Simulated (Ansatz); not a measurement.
Crystal: TcSe2.

```
CELL_PARAMETERS angstrom
1.92842 1.11337 5.83034
-1.92842 1.11337 5.83034
0.00000 -2.22675 5.83034
ATOMIC_POSITIONS crystal
Tc 0.00000 0.00000 0.00000
Se 0.25200 0.25200 0.25200
Se 0.74800 0.74800 0.74800
```

The cell was built by a generator and needn't be a form met in nature.

Base run:

| Quantity | Value |
| --- | --- |
| Program | Ansatz 0.2.0 |
| Functional | PBEsol |
| Potentials or basis | Ansatz PAW earlier set |
| Cutoff | 500 eV (not typed: the program's choice for these potentials) |
| k mesh | 6 × 6 × 6 |
| Occupations | gaussian, width 0.05 eV |
| Spin | collinear spin, ferromagnetic start |
| Starting moments | [0.5, 0.0, 0.0] μB |
| Hubbard terms | Tc d U = 5 eV |

Its results: band gap on the k mesh 0.08 eV, indirect (least direct gap 0.65 eV); pressure -3.3 GPa; net moment 3.00 μB per cell; site moments Tc +2.86; Se -0.16 μB; largest force 0.279 eV/Å.

Problem. The run is repeated on the same cell with these changes: hubbard terms from Tc d U = 5 eV to Tc d U = 3 eV. What comes out?

Solution. Band gap on the k mesh 0.06 eV, indirect (least direct gap 0.34 eV); pressure -5.6 GPa; net moment 3.00 μB per cell; site moments Tc +2.62; Se -0.06 μB; largest force 0.529 eV/Å.

Caveats: the magnetic or orbital state may not be the lowest; the PAW data sets come from PBE, with cores solved anew for the run's functional, which leaves a small shift of forces and pressure.

A k mesh can miss the band edges.
